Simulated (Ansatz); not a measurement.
GdO, 2 atoms in the cell. It takes space group F-43m (No. 216, cubic). The conventional cell has a = 5.400 Å, b = 5.400 Å, c = 5.400 Å, α = 90.00°, β = 90.00°, γ = 90.00°. Gd (site symmetry -43m) has 4 O at 2.34 Å as nearest neighbours. Around O (site symmetry -43m) lie 4 Gd at 2.34 Å. 

```yaml
Program: Ansatz 0.2.0
Task: projected density of states
Functional: PBEsol
Potentials_or_basis: Ansatz PAW
Cutoff: "420 eV (not typed: the program's choice for these potentials)"
k_mesh: 9 × 9 × 9
Occupations: fermi-dirac, width 0.05 eV
Spin: collinear spin, ferromagnetic start
Starting_moments: "[7.0, 0.0] μB"
Hubbard_terms: Gd f U = 3 eV
Hubbard_projectors: ortho-atomic (the default)
Double_counting: fll (the default)
```

Potentials or basis: Ansatz PAW.

The run is started by

```console
$ ansatz run input.yaml --threads 2 --pin off --max-ram 5632MiB --backend cpu --events-out ev --progress --plain --runs-dir out
```

Hardware: 2 threads of AMD EPYC 7R43 64-Core Processor (Zen 3) (shared host).

Q: Estimate the wall time of this run.

A: Run time: 8.9 s on 2 threads of AMD EPYC 7R43 64-Core Processor (Zen 3) (shared host), peak memory 0.46 GiB. Counts: scf iterations 12, plane waves 749, k points 35, bands 18.
